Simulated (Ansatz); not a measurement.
# GeH4S (built from SMILES [SH][GeH3]): one structure at several levels

Aim: energy, forces and dipole at a displaced guess of a reacting structure, from CCSD(T) and from density functionals.

The runs use Ansatz 0.2.0, Gaussian basis; single points in def2-TZVPP.

Cores are frozen in the correlated methods. Filled d shells of the heavier atoms are correlated.

## 1. The starting structure

6 atoms, charge 0, spin multiplicity 1.

Atoms are counted from 1 here; the program's logs count them from 0.

Bond lengths: Ge1–H5 1.673 Å, S2–H6 1.171 Å.

As a file:

```
Ge   -1.21690    0.74010   -0.27490
S     1.57870    0.89970    0.22590
H     0.36250   -0.51190   -0.83250
H    -0.36710   -0.78940   -1.21760
H    -1.52480   -0.42510    0.88510
H     1.20620    0.13820    1.03360
```

## 2. CCSD(T)/def2-TZVPP

run/in.yaml

```yaml
crystal:
  periodic: [false, false, false]
  atoms:
    - {symbol: Ge, position_ang: [-1.216900, 0.740100, -0.274900]}
    - {symbol: S, position_ang: [1.578700, 0.899700, 0.225900]}
    - {symbol: H, position_ang: [0.362500, -0.511900, -0.832500]}
    - {symbol: H, position_ang: [-0.367100, -0.789400, -1.217600]}
    - {symbol: H, position_ang: [-1.524800, -0.425100, 0.885100]}
    - {symbol: H, position_ang: [1.206200, 0.138200, 1.033600]}
basis:
  gaussian: {orbitals: def2-TZVPP}
correlation: {method: ccsd_t}
output: {forces: true}
```

No record of the launch command was kept for these runs.

## 3. PBE0-D4/def2-TZVPP

run/in.yaml: that of step 2 with these lines changed.

```diff
@@ -11,3 +11,3 @@
   gaussian: {orbitals: def2-TZVPP}
-correlation: {method: ccsd_t}
-output: {forces: true}
+hamiltonian: {xc: pbe0, dispersion: d4}
+output: {forces: true, orbitals: {seedname: orbitals}}
```

## 4. wB97M-V/def2-TZVPP

run/in.yaml: that of step 3 with these lines changed.

```diff
@@ -11,3 +11,3 @@
   gaussian: {orbitals: def2-TZVPP}
-hamiltonian: {xc: pbe0, dispersion: d4}
-output: {forces: true, orbitals: {seedname: orbitals}}
+hamiltonian: {xc: {name: wB97M-V}}
+output: {forces: true}
```

## 5. r2SCAN-D4/def2-TZVPP

run/in.yaml: that of step 4 with these lines changed.

```diff
@@ -11,3 +11,3 @@
   gaussian: {orbitals: def2-TZVPP}
-hamiltonian: {xc: {name: wB97M-V}}
+hamiltonian: {xc: r2scan, dispersion: d4}
 output: {forces: true}
```

## 6. PBE-D4/def2-TZVPP

run/in.yaml: that of step 5 with these lines changed.

```diff
@@ -11,3 +11,3 @@
   gaussian: {orbitals: def2-TZVPP}
-hamiltonian: {xc: r2scan, dispersion: d4}
+hamiltonian: {xc: pbe, dispersion: d4}
 output: {forces: true}
```

## 7. BLYP-D4/def2-TZVPP

run/in.yaml: that of step 6 with these lines changed.

```diff
@@ -11,3 +11,3 @@
   gaussian: {orbitals: def2-TZVPP}
-hamiltonian: {xc: pbe, dispersion: d4}
+hamiltonian: {xc: {name: BLYP}, dispersion: d4}
 output: {forces: true}
```

## 8. LC-wPBE/def2-TZVPP

run/in.yaml: that of step 7 with these lines changed.

```diff
@@ -11,3 +11,3 @@
   gaussian: {orbitals: def2-TZVPP}
-hamiltonian: {xc: {name: BLYP}, dispersion: d4}
+hamiltonian: {xc: {name: LC-wPBE}}
 output: {forces: true}
```

(Steps that only read results are left out.)

What does the calculation give? Wanted: energy less free atoms, CCSD(T)/def2-TZVPP; RMS force component; RMS force error; HOMO and LUMO, PBE0-D4; T1 diagnostic.

As calculated:

| quantity | value |
| --- | --- |
| energy less free atoms, CCSD(T)/def2-TZVPP | -12.765 eV |
| RMS force component | 2.368 to 2.437 eV/Å over the methods |
| RMS force error | PBE0-D4 0.194, wB97M-V 0.047, r2SCAN-D4 0.190, PBE-D4 0.351, BLYP-D4 0.397, LC-wPBE 0.144 eV/Å |
| HOMO and LUMO, PBE0-D4 | -6.80 and -2.65 eV |
| T1 diagnostic | 0.015 |

What this shows: Against CCSD(T) the functionals' energies less atoms differ by -0.740 to +0.414 eV, PBE-D4 by -0.655 eV. A larger basis would deepen the CCSD(T) value, while the functionals are nearly converged already, so the order here is not reliable. The forces of wB97M-V come nearest to CCSD(T), those of BLYP-D4 are farthest. Frozen-core CCSD(T) forces in triple zeta carry basis errors of their own, and this is one geometry, so small gaps rank nothing.
